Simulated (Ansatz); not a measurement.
# C2H6AlNOS: basis-set convergence

One table from this session's results is given with a row withheld; the runs are named, their logs left out.

Method: one geometry, several basis sets; program: Ansatz 0.2.0, Gaussian basis.

Levels to be run: PBE0-D4/def2-SVP; ωB97M-V/def2-SVP; PBE0-D4/def2-QZVPP; ωB97M-V/def2-QZVPP; the functionals' def2-TZVPP values are taken from earlier runs.

## The geometry

The geometry comes from an earlier relaxation with PBE0-D4 in a triple-zeta def2 set; it is a stationary point, not always the lowest conformer.

SMILES `[SH][Al]1[CH2]NC[O]1`, 12 atoms, charge 0, spin multiplicity 1.

Atoms are counted from 1 here; the program's logs count them from 0.

Bond lengths: S1–Al2 2.175 Å, S1–H7 1.346 Å, Al2–C3 1.965 Å, Al2–O6 1.714 Å, C3–N4 1.481 Å, C3–H8 1.096 Å, C3–H9 1.090 Å, N4–C5 1.450 Å, N4–H10 1.013 Å, C5–O6 1.423 Å, C5–H11 1.093 Å, C5–H12 1.097 Å. Angles: Al2–S1–H7 91.6°, S1–Al2–C3 140.9°, S1–Al2–O6 123.1°, C3–Al2–O6 96.0°, Al2–C3–N4 98.0°, Al2–C3–H8 114.2°, Al2–C3–H9 118.0°, N4–C3–H8 109.8°, N4–C3–H9 110.0°, H8–C3–H9 106.5°, C3–N4–C5 112.1°, C3–N4–H10 109.1°, C5–N4–H10 108.8°, N4–C5–O6 113.5°, N4–C5–H11 108.4°, N4–C5–H12 108.7°, O6–C5–H11 109.3°, O6–C5–H12 108.4° and more.

Geometry (Å):

```xyz
12

S     0.9818    3.2144    0.2639
Al    0.3604    1.1322    0.1795
C     0.7626   -0.6132    0.9881
N     0.1056   -1.4674   -0.0273
C    -1.0507   -0.8227   -0.6182
O    -0.8535    0.5605   -0.8873
H     0.0926    3.5581   -0.6862
H     0.2956   -0.7725    1.9662
H     1.8088   -0.8995    1.0949
H     0.7706   -1.6809   -0.7604
H    -1.2970   -1.3402   -1.5489
H    -1.8998   -0.9242    0.0697
```

Set-up of the first run:

Input file in.yaml:

```yaml
crystal:
  periodic: [false, false, false]
  atoms:
    - {symbol: S, position_ang: [0.981818, 3.214448, 0.263862]}
    - {symbol: Al, position_ang: [0.360421, 1.132193, 0.179466]}
    - {symbol: C, position_ang: [0.762616, -0.613155, 0.988084]}
    - {symbol: N, position_ang: [0.105575, -1.467363, -0.027285]}
    - {symbol: C, position_ang: [-1.050669, -0.822689, -0.618151]}
    - {symbol: O, position_ang: [-0.853530, 0.560513, -0.887347]}
    - {symbol: H, position_ang: [0.092624, 3.558136, -0.686178]}
    - {symbol: H, position_ang: [0.295604, -0.772519, 1.966177]}
    - {symbol: H, position_ang: [1.808795, -0.899520, 1.094856]}
    - {symbol: H, position_ang: [0.770647, -1.680929, -0.760432]}
    - {symbol: H, position_ang: [-1.297048, -1.340158, -1.548885]}
    - {symbol: H, position_ang: [-1.899753, -0.924158, 0.069730]}
basis:
  gaussian: {orbitals: def2-SVP}
hamiltonian: {xc: pbe0, dispersion: d4}
output: {orbitals: {seedname: orbitals}}
```

The run is started by

```console
> ansatz run in.yaml --threads 4 --pin off --events-out ev --progress --plain --max-ram 10444MiB
```

Steps of the session up to this table: PBE0-D4 in def2-SVP; ωB97M-V in def2-SVP; PBE0-D4 in def2-QZVPP; ωB97M-V in def2-QZVPP.

One table of the session follows, with a row left open; its other results are not shown here.

It belongs to the step «Density functionals: the series». 

| functional | basis | HOMO (eV) |
| --- | --- | --- |
| PBE0-D4 | def2-SVP | ? |
| PBE0-D4 | def2-TZVPP | -6.39 |
| PBE0-D4 | def2-QZVPP | -6.43 |
| ωB97M-V | def2-SVP | -8.52 |
| ωB97M-V | def2-TZVPP | -8.66 |
| ωB97M-V | def2-QZVPP | -8.70 |

Estimate the missing values for PBE0-D4, def2-SVP.

The run gave: HOMO (eV): -6.26. In the column «HOMO (eV)» it is the highest.
